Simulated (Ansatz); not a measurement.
## BaTiO3, space group Pm-3m: a convergence test of the k-point mesh, step by step

Program: the Ansatz DFT code, driven from Python.

`batio3.extxyz`
```text
5
Lattice="4.006 0.0 0.0 0.0 4.006 0.0 0.0 0.0 4.006" Properties=species:S:1:pos:R:3 pbc="T T T"
Ba    2.00300000    2.00300000    2.00300000
Ti    0.00000000    0.00000000    0.00000000
O     2.00300000    0.00000000    0.00000000
O     0.00000000    2.00300000    0.00000000
O     0.00000000    0.00000000    2.00300000
```

Notebook, run cell by cell (the value of a cell's last expression is shown):

**Cell 1**
```python
import warnings

import ansatz as az
import matplotlib.pyplot as plt
```

**Cell 2**
```python
SMEARING = 'fixed'
```

**Cell 3**
```python
warnings.simplefilter('ignore', az.DeckWarning)
```

**Cell 4**
```python
xtal = az.Crystal.from_extxyz('batio3.extxyz')

xtal.resolved().tree()['lattice']
```
Output:
```text
((4.006, 0.0, 0.0), (0.0, 4.006, 0.0), (0.0, 0.0, 4.006))
```

**Cell 5**
```python
job = xtal.calculation().occupations(SMEARING)
```

**Cell 6**
```python
rows = []
for value in [(2, 2, 2), (4, 4, 4), (6, 6, 6), (8, 8, 8)]:
    report = job.kpoints(mesh=value).run(threads=1, backend='cpu').report
    rows.append((value, report['free_energy_ev'] / len(report['lattice']['sites']), report['n_iterations'], report['n_kpoints']))

print('        mesh   F/atom (eV)    iterations      k-points')
for row in rows:
    print(f'{str(row[0]):>12s}  {row[1]:12.5f}  {row[2]:12d}  {row[3]:12d}')
```
Output:
```text
        mesh   F/atom (eV)    iterations      k-points
   (2, 2, 2)   -2031.75751             7             4
   (4, 4, 4)   -2031.90917             6            10
   (6, 6, 6)   -2031.91244             6            20
   (8, 8, 8)   -2031.91253             6            35
```

**Cell 7**
```python
for row in rows[:-1]:
    shift = 1000 * (row[1] - rows[-1][1])
    print(f'{row[0]}: {shift:+.2f} meV/atom' + ('  (within 5 meV)' if abs(shift) < 5 else ''))
plt.figure(figsize=(4.5, 3))
plt.plot([str(row[0]) for row in rows], [1000 * (row[1] - rows[-1][1]) for row in rows], 'o-')
plt.xlabel('mesh')
plt.ylabel('F - F(last) (meV/atom)')
plt.tight_layout()
plt.savefig('kconv.png', dpi=100)
```
Output:
```text
(2, 2, 2): +155.01 meV/atom
(4, 4, 4): +3.35 meV/atom  (within 5 meV)
(6, 6, 6): +0.08 meV/atom  (within 5 meV)
```

From 4×4×4 on it stays within 5 meV an atom of the value at 8×8×8; the first row (2×2×2) is off by 155.0 meV and the last but one by 0.08 meV.

The run is spin-unpolarised. This is a high-temperature or high-pressure form, not the ambient phase. No functional is typed, so the default, PBE, holds. The starting cell is as deposited in a crystallographic database; the results hold for this polymorph, which needn't be the stable one. Shifts are counted from the finest mesh, which is itself no proven limit. Finished in 6.6 s on 1 thread of Arm Neoverse V1 (shared host), peak memory 0.45 GiB.
